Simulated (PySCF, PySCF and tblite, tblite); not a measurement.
# C3H5FO2Si2: telling isomers apart by computed NMR, part 2 of 2

PySCF and tblite. Atoms count from 0. Earlier steps stand in the parts before.

## (7) Boltzmann average, isomer B: properties at CAM-B3LYP/pcSseg-1 in methanol

Job settings and geometry (Å):

```
{"job": {"study": "conf", "smiles": "C#C[Si@@H]1CO[Si@H](F)O1", "search": {"seed": 3404, "n_embed": 60, "ff_keep": 14, "window": 2.5, "nmax": 6, "temps": [250, 298.15, 350], "t_ref": 298.15, "order": 0.002}, "level": {"nmr": {"xc": "CAM-B3LYP", "basis": "pcSseg-1", "solvent": "methanol"}}, "kind": "conf"}, "charge": 0, "multiplicity": 1}
C      3.189810     0.253334    -0.195453
C      2.122260    -0.094822     0.235006
Si     0.483304    -0.619847     0.902595
C     -0.756538    -0.977857    -0.530729
O     -1.747673     0.042976    -0.483162
Si    -1.696302     1.090666     0.743812
F     -1.531337     2.575435     0.181992
O     -0.322638     0.666438     1.514052
H      4.122015     0.561378    -0.574915
H      0.510489    -1.636110     1.944611
H     -0.303185    -0.946857    -1.524220
H     -1.265330    -1.940516    -0.431212
H     -2.809264     1.026268     1.650883
```

The program printed:

```text
conformer  sym    E(xTB)   E(DFT)   G(298.15 K)  weight  dipole/D
    1     C1      0.000    0.000    0.000   1.0000    3.407

mean shielding (ppm) by class
class atoms           250 K   298.15 K      350 K
  0 C  0             77.414     77.414     77.414
  1 C  1             96.128     96.128     96.128
  2 Si 2            373.831    373.831    373.831
  3 C  3            125.665    125.665    125.665
  4 O  4              305.0      305.0      305.0
  5 Si 5            385.594    385.594    385.594
  6 F  6            317.693    317.693    317.693
  7 O  7            257.282    257.282    257.282
  8 H  8             29.243     29.243     29.243
  9 H  9             26.669     26.669     26.669
 10 H  10            27.444     27.444     27.444
 11 H  11            27.456     27.456     27.456
 12 H  12            27.332     27.332     27.332
```

Wall time 23 s (1 thread of Arm Neoverse V2, shared host). This counts the runs that the step sums up.

The search (ETKDG, MMFF94s, GFN2-xTB) embedded 60 structures, kept 1 distinct ones after the force field and 1 after xTB; 1 was carried on (window 2.5 kcal/mol at the search's own energies). Energies: CAM-B3LYP/pcSseg-1 in methanol with D3(BJ).

Conformer by conformer (298 K):

| no. | group | mirror pair | ΔE xTB | ΔE DFT | ΔG | weight (%) | μ (D) | A, B, C (GHz) |
| --- | --- | --- | --- | --- | --- | --- | --- | --- |
| 1 | C1 | no | 0.00 | 0.00 | 0.00 | 100.0 | 3.41 | 2.57, 1.03, 0.91 |

Energies in kcal/mol. ΔG holds xTB vibrations and rotation, symmetry numbers and mirror pairs.

Shifts against references run at the same level (¹H TMS 31.76, ²⁹Si TMS 340.6, ¹³C TMS 186.0 ppm of shielding), by class of atoms, at 298 K:

| atoms | environment | average |
| --- | --- | --- |
| C0 | terminal alkyne carbon | 108.6 |
| C1 | alkyne carbon | 89.9 |
| C3 | sp3 CH2 bonded to O and Si | 60.3 |
| H9 | hydrogen on a silicon bonded to 2 C, O, in a 5-membered ring | 5.09 |
| H12 | hydrogen on a silicon bonded to F, 2 O, in a 5-membered ring | 4.42 |
| H10 | hydrogen on an sp3 CH2 bonded to O and Si | 4.31 |
| H11 | hydrogen on an sp3 CH2 bonded to O and Si | 4.30 |
| H8 | hydrogen on a terminal alkyne carbon | 2.51 |
| Si2 | silicon bonded to 2 C, O, H, in a 5-membered ring | -33.2 |
| Si5 | silicon bonded to F, 2 O, H, in a 5-membered ring | -45.0 |
| O7 | oxygen bonded to 2 Si, in a 5-membered ring | 257.3 (σ) |
| O4 | oxygen bonded to C, Si, in a 5-membered ring | 305.0 (σ) |
| F6 | fluorine bonded to Si | 317.7 (σ) |

Effective distances for nuclear Overhauser effects, ⟨r⁻⁶⟩^(−1/6) over all pairs of two classes (Å): H10···H11 1.76; H9···H11 2.98; H9···H10 3.63; H11···H12 3.94.

## (8) Shieldings, isomer B, conformer 1: KT2/pcSseg-1 in tetrahydrofuran

Job settings and geometry (Å):

```
{"job": {"xc": "KT2", "basis": "pcSseg-1", "solvent": "tetrahydrofuran", "scf": {"damp": 0.3}, "kind": "nmr", "pop": false}, "charge": 0, "multiplicity": 1}
C      3.189810     0.253334    -0.195453
C      2.122260    -0.094822     0.235006
Si     0.483304    -0.619847     0.902595
C     -0.756538    -0.977857    -0.530729
O     -1.747673     0.042976    -0.483162
Si    -1.696302     1.090666     0.743812
F     -1.531337     2.575435     0.181992
O     -0.322638     0.666438     1.514052
H      4.122015     0.561378    -0.574915
H      0.510489    -1.636110     1.944611
H     -0.303185    -0.946857    -1.524220
H     -1.265330    -1.940516    -0.431212
H     -2.809264     1.026268     1.650883
```

The program printed:

```text
damping 0.30 in the first 6 cycles
final grid: 118360 points
cycle   1  E = -956.9609668150  dE =  1.279e+00  |g| = 1.316e+00  |ddm| = 3.641e+00
cycle   2  E = -956.9617109543  dE = -7.441e-04  |g| = 1.313e+00  |ddm| = 1.875e+00
cycle   3  E = -956.9616867286  dE =  2.423e-05  |g| = 1.349e+00  |ddm| = 1.838e+00
cycle   4  E = -956.8767764820  dE =  8.491e-02  |g| = 1.451e+00  |ddm| = 1.984e+00
cycle   5  E = -956.8398904710  dE =  3.689e-02  |g| = 1.566e+00  |ddm| = 2.095e+00
cycle   6  E = -954.0766738106  dE =  2.763e+00  |g| = 3.614e+00  |ddm| = 4.822e+00
cycle   7  E = -946.1877853707  dE =  7.889e+00  |g| = 6.845e+00  |ddm| = 7.277e+00
cycle   8  E = -956.4332251253  dE = -1.025e+01  |g| = 2.038e+00  |ddm| = 5.504e+00
cycle   9  E = -956.8999872628  dE = -4.668e-01  |g| = 1.105e+00  |ddm| = 2.266e+00
cycle  10  E = -957.2047270600  dE = -3.047e-01  |g| = 4.902e-01  |ddm| = 1.423e+00
cycle  11  E = -957.2434783755  dE = -3.875e-02  |g| = 3.398e-01  |ddm| = 5.469e-01
cycle  12  E = -957.2709104700  dE = -2.743e-02  |g| = 6.926e-02  |ddm| = 2.791e-01
cycle  13  E = -957.2719759104  dE = -1.065e-03  |g| = 2.283e-02  |ddm| = 8.680e-02
cycle  14  E = -957.2720901983  dE = -1.143e-04  |g| = 8.707e-03  |ddm| = 2.227e-02
cycle  15  E = -957.2721049396  dE = -1.474e-05  |g| = 1.917e-03  |ddm| = 7.955e-03
cycle  16  E = -957.2721054796  dE = -5.400e-07  |g| = 7.991e-04  |ddm| = 1.933e-03
cycle  17  E = -957.2721056178  dE = -1.382e-07  |g| = 1.488e-04  |ddm| = 7.555e-04
cycle  18  E = -957.2721056196  dE = -1.850e-09  |g| = 1.193e-04  |ddm| = 1.919e-04
cycle  19  E = -957.2721056224  dE = -2.786e-09  |g| = 8.430e-06  |ddm| = 1.012e-04
cycle  20  E = -957.2721056224  dE = -5.230e-12  |g| = 6.404e-06  |ddm| = 1.297e-05
converged SCF energy = -957.2721056224

GIAO shielding tensors (ppm)
atom      isotropic    diamagn.    paramagn.     s11        s22        s33       span
  0 C       89.195     258.211    -169.016     10.465     12.126    244.994    234.529
  1 C      106.593     258.492    -151.899     16.198     17.563    286.016    269.818
  2 Si     391.553     884.317    -492.764    365.749    379.623    429.287     63.538
  3 C      124.847     252.689    -127.842     92.214    104.191    178.137     85.922
  4 O      282.665     395.477    -112.812    209.946    290.929    347.120    137.174
  5 Si     396.393     884.238    -487.845    366.255    401.456    421.469     55.213
  6 F      297.206     469.620    -172.414    238.367    260.052    393.200    154.833
  7 O      242.406     398.623    -156.218    187.680    235.695    303.842    116.162
  8 H       28.908      33.393      -4.485     23.746     23.903     39.076     15.330
  9 H       26.233      27.796      -1.563     22.350     24.120     32.229      9.879
 10 H       27.152      31.449      -4.297     23.249     25.535     32.672      9.423
 11 H       27.209      29.585      -2.376     22.571     25.640     33.414     10.843
 12 H       26.844      27.945      -1.100     23.104     23.327     34.103     10.999
```

Wall time 18 s (1 thread of Arm Neoverse V2, shared host); peak memory 0.97 GiB.

In short: HOMO -6.97 eV, LUMO -1.69 eV; dipole 3.00 D.

## (9) Single-point energy, isomer B, conformer 1: BP86/pcseg-1 in tetrahydrofuran

Changed since step 8:

```diff
@@ -1,2 +1,2 @@
-{"job": {"xc": "KT2", "basis": "pcSseg-1", "solvent": "tetrahydrofuran", "scf": {"damp": 0.3}, "kind": "nmr", "pop": false}, "charge": 0, "multiplicity": 1}
+{"job": {"xc": "BP86", "basis": "pcseg-1", "solvent": "tetrahydrofuran", "kind": "sp"}, "charge": 0, "multiplicity": 1}
 C      3.189810     0.253334    -0.195453
```

The program printed:

```text
coarse grid: 12864 points
cycle   1  E = -946.3396866267  dE =  1.201e+00  |g| = 1.106e+00  |ddm| = 4.308e+00
cycle   2  E = -945.6586946025  dE =  6.810e-01  |g| = 2.165e+00  |ddm| = 2.791e+00
cycle   3  E = -946.5658616636  dE = -9.072e-01  |g| = 2.064e-01  |ddm| = 2.022e+00
cycle   4  E = -946.5741300697  dE = -8.268e-03  |g| = 9.764e-02  |ddm| = 2.862e-01
cycle   5  E = -946.5757151777  dE = -1.585e-03  |g| = 4.730e-02  |ddm| = 1.059e-01
cycle   6  E = -946.5761456469  dE = -4.305e-04  |g| = 1.809e-02  |ddm| = 4.755e-02
cycle   7  E = -946.5762214787  dE = -7.583e-05  |g| = 6.269e-03  |ddm| = 1.766e-02
cycle   8  E = -946.5762307891  dE = -9.310e-06  |g| = 8.436e-04  |ddm| = 5.903e-03
final grid: 118360 points
cycle   9  E = -946.6780905044  dE = -1.286e-05  |g| = 1.066e-02  |ddm| = 3.584e-02
cycle  10  E = -946.6780181160  dE =  7.239e-05  |g| = 2.239e-02  |ddm| = 2.366e-02
cycle  11  E = -946.6781103951  dE = -9.228e-05  |g| = 1.512e-03  |ddm| = 1.662e-02
cycle  12  E = -946.6781108446  dE = -4.496e-07  |g| = 6.407e-04  |ddm| = 1.660e-03
cycle  13  E = -946.6781109840  dE = -1.393e-07  |g| = 1.610e-04  |ddm| = 6.177e-04
cycle  14  E = -946.6781109645  dE =  1.946e-08  |g| = 2.930e-05  |ddm| = 1.732e-04
cycle  15  E = -946.6781109647  dE = -2.087e-10  |g| = 9.373e-06  |ddm| = 4.256e-05
converged SCF energy = -946.6781109647
```

Wall time 5.8 s (1 thread of Arm Neoverse V2, shared host).

This run: HOMO -7.04 eV, LUMO -1.69 eV; dipole 3.13 D.

## (10) Averages, isomer B: properties at KT2/pcSseg-1 in tetrahydrofuran

Job settings and geometry (Å):

```
{"job": {"study": "conf", "smiles": "C#C[Si@@H]1CO[Si@H](F)O1", "search": {"seed": 3404, "n_embed": 60, "ff_keep": 14, "window": 2.5, "nmax": 6, "temps": [250, 298.15, 350], "t_ref": 298.15, "order": 0.002}, "level": {"nmr": {"xc": "KT2", "basis": "pcSseg-1", "solvent": "tetrahydrofuran", "scf": {"damp": 0.3}}, "sp": {"xc": "BP86", "basis": "pcseg-1", "solvent": "tetrahydrofuran"}, "change": "KT2/pcSseg-1; solvent tetrahydrofuran; energies BP86/pcseg-1; damp 0.3"}, "kind": "conf"}, "charge": 0, "multiplicity": 1}
C      3.189810     0.253334    -0.195453
C      2.122260    -0.094822     0.235006
Si     0.483304    -0.619847     0.902595
C     -0.756538    -0.977857    -0.530729
O     -1.747673     0.042976    -0.483162
Si    -1.696302     1.090666     0.743812
F     -1.531337     2.575435     0.181992
O     -0.322638     0.666438     1.514052
H      4.122015     0.561378    -0.574915
H      0.510489    -1.636110     1.944611
H     -0.303185    -0.946857    -1.524220
H     -1.265330    -1.940516    -0.431212
H     -2.809264     1.026268     1.650883
```

The program printed:

```text
conformer  sym    E(xTB)   E(DFT)   G(298.15 K)  weight  dipole/D
    1     C1      0.000    0.000    0.000   1.0000    3.134

mean shielding (ppm) by class
class atoms           250 K   298.15 K      350 K
  0 C  0             89.195     89.195     89.195
  1 C  1            106.593    106.593    106.593
  2 Si 2            391.553    391.553    391.553
  3 C  3            124.847    124.847    124.847
  4 O  4            282.665    282.665    282.665
  5 Si 5            396.393    396.393    396.393
  6 F  6            297.206    297.206    297.206
  7 O  7            242.406    242.406    242.406
  8 H  8             28.908     28.908     28.908
  9 H  9             26.233     26.233     26.233
 10 H  10            27.152     27.152     27.152
 11 H  11            27.209     27.209     27.209
 12 H  12            26.845     26.845     26.845
```

Wall time 24 s (1 thread of Arm Neoverse V2, shared host). This counts the runs that the step sums up.

Against the first level, at 298 K (shieldings, ppm; largest changes first):

| atoms | CAM-B3LYP/pcSseg-1 in methanol | KT2/pcSseg-1 in tetrahydrofuran | change |
| --- | --- | --- | --- |
| O4 | 305.0 | 282.7 | -22.3 |
| F6 | 317.7 | 297.2 | -20.5 |
| Si2 | 373.8 | 391.6 | +17.7 |
| O7 | 257.3 | 242.4 | -14.9 |
| C0 | 77.4 | 89.2 | +11.8 |
| Si5 | 385.6 | 396.4 | +10.8 |
| C1 | 96.1 | 106.6 | +10.5 |
| C3 | 125.7 | 124.8 | -0.8 |
| H12 | 27.33 | 26.84 | -0.49 |
| H9 | 26.67 | 26.23 | -0.44 |

Weights: from CAM-B3LYP/pcSseg-1 in methanol energies 1: 100 %; from BP86/pcseg-1 in tetrahydrofuran energies 1: 100 % (with a dispersion term where the level has one and the same thermal terms, so they don't follow from the SCF energies alone). Times: 23 s and 24 s.

## (11) Which isomer fits the signals?

Job settings and geometry (Å):

```
{"job": {"study": "set", "relation": "diastereomers", "members": [{"smiles": "[CH:1]#[C:2][Si@H:3]1[CH2:4][O:5][Si@H:6]([F:7])[O:8]1"}, {"smiles": "[CH:1]#[C:2][Si@@H:3]1[CH2:4][O:5][Si@H:6]([F:7])[O:8]1"}], "charge": 0, "search": {"seed": 3404, "n_embed": 60, "ff_keep": 14, "window": 2.5, "nmax": 6, "temps": [250, 298.15, 350], "t_ref": 298.15, "order": 0.002}, "level": {"nmr": {"xc": "CAM-B3LYP", "basis": "pcSseg-1", "solvent": "methanol"}}, "dp4": {"C": [2.0, 10], "H": [0.15, 10]}, "second_levels": [{"nmr": {"xc": "KT2", "basis": "pcSseg-1", "solvent": "tetrahydrofuran", "scf": {"damp": 0.3}}, "wide": true, "sp": {"xc": "BP86", "basis": "pcseg-1", "solvent": "tetrahydrofuran"}, "change": "KT2/pcSseg-1; solvent tetrahydrofuran; energies BP86/pcseg-1; damp 0.3"}], "kind": "set"}, "charge": 0, "multiplicity": 1}
C      2.885524     1.422069     0.263845
C      1.879300     0.987364    -0.230414
Si     0.342854     0.331040    -1.016914
C     -0.038557    -1.442169    -0.361385
O     -1.301478    -1.375024     0.291914
Si    -1.957824     0.083327     0.512956
F     -3.403664     0.123132    -0.162471
O     -0.963876     1.051136    -0.345326
H      3.762852     1.801759     0.704452
H      0.245272     0.486661    -2.460616
H      0.696381    -1.799219     0.365916
H     -0.117933    -2.197807    -1.145734
H     -2.033239     0.528218     1.877354
```

The program printed:

```text
isomer  G rel   conformers  SMILES
A     0.091      1   C#C[Si@H]1CO[Si@H](F)O1
B     0.000      1   C#C[Si@@H]1CO[Si@H](F)O1

signals of isomer B at the second level: probabilities [0.42667, 0.57333]
```

Run time: 79 s. Hardware: 1 thread of Arm Neoverse V2, shared host; peak memory 0.98 GiB. This counts the whole study up to here.

The 2 candidates (diastereomers), with energies and dipoles from their ensembles above, at 298 K; shieldings at CAM-B3LYP/pcSseg-1 in methanol:

| isomer | SMILES | conformers | ΔE | ΔG | μ rms (D) |
| --- | --- | --- | --- | --- | --- |
| A | C#C[Si@H]1CO[Si@H](F)O1 | 1 | 0.08 | 0.09 | 3.91 |
| B | C#C[Si@@H]1CO[Si@H](F)O1 | 1 | 0.00 | 0.00 | 3.41 |

Energies in kcal/mol.

The signals of isomer B, computed at a second level (KT2/pcSseg-1 in tetrahydrofuran), stand in for a spectrum. The test takes 3 C values, 3 H values (hydrogens on carbon alone). Each candidate's shieldings are matched to them by assigned atoms (like hydrogens of one group may swap) by a straight-line fit, or by a shift alone where signals are few or close (slope 1; a small slope inflates the errors), and the errors are weighed by Student-t tails (C: width 2.0 ppm, H: width 0.15 ppm).

| candidate | C slope | C mean error | C largest | H slope | H mean error | H largest | P(C) | P(H) | P(all) |
| --- | --- | --- | --- | --- | --- | --- | --- | --- | --- |
| A | 1.00 | 5.3 | 7.9 | 1.00 | 0.05 | 0.08 | 53.2 | 39.6 | 42.7 |
| B | 1.00 | 5.3 | 8.0 | 1.00 | 0.03 | 0.04 | 46.8 | 60.4 | 57.3 |

Errors in ppm, probabilities in per cent.

## (12) Results

What follows sums up all 2 parts.

| quantity | value |
| --- | --- |
| conformers, isomer A | 1; the first in weight is no. 1 (C1), 100 % at 298 K |
| root-mean-square dipole, isomer A | 3.91 D |
| averaged ¹³C shifts, isomer A (CAM-B3LYP/pcSseg-1 in methanol) | 108.6, 90.1, 60.6 ppm |
| averaged ¹H shifts, isomer A (CAM-B3LYP/pcSseg-1 in methanol) | 5.12, 4.47, 4.39, 4.25, 2.50 ppm |
| averaged ²⁹Si shifts, isomer A (CAM-B3LYP/pcSseg-1 in methanol) | -33.4, -45.0 ppm |
| conformers, isomer B | 1; the first in weight is no. 1 (C1), 100 % at 298 K |
| root-mean-square dipole, isomer B | 3.41 D |
| averaged ¹³C shifts, isomer B (CAM-B3LYP/pcSseg-1 in methanol) | 108.6, 89.9, 60.3 ppm |
| averaged ¹H shifts, isomer B (CAM-B3LYP/pcSseg-1 in methanol) | 5.09, 4.42, 4.31, 4.30, 2.51 ppm |
| averaged ²⁹Si shifts, isomer B (CAM-B3LYP/pcSseg-1 in methanol) | -33.2, -45.0 ppm |
| lowest in free energy | A, B, within 0.5 kcal/mol of one another |
| signals of B (KT2/pcSseg-1 in tetrahydrofuran) | best fit B, 57 % |

What this shows: The search found one conformer for isomer A in the window, so the averages are its own values. The search found one conformer for isomer B in the window, so the averages are its own values. Between CAM-B3LYP/pcSseg-1 in methanol and KT2/pcSseg-1 in tetrahydrofuran, O4 of isomer B changes most, by 22.3 ppm of raw shielding. The test names the right isomer, B, with 57 %, which is no clear verdict. The stand-in spectrum is computed, so it shares geometries and errors with the candidates; a measured one would test harder.
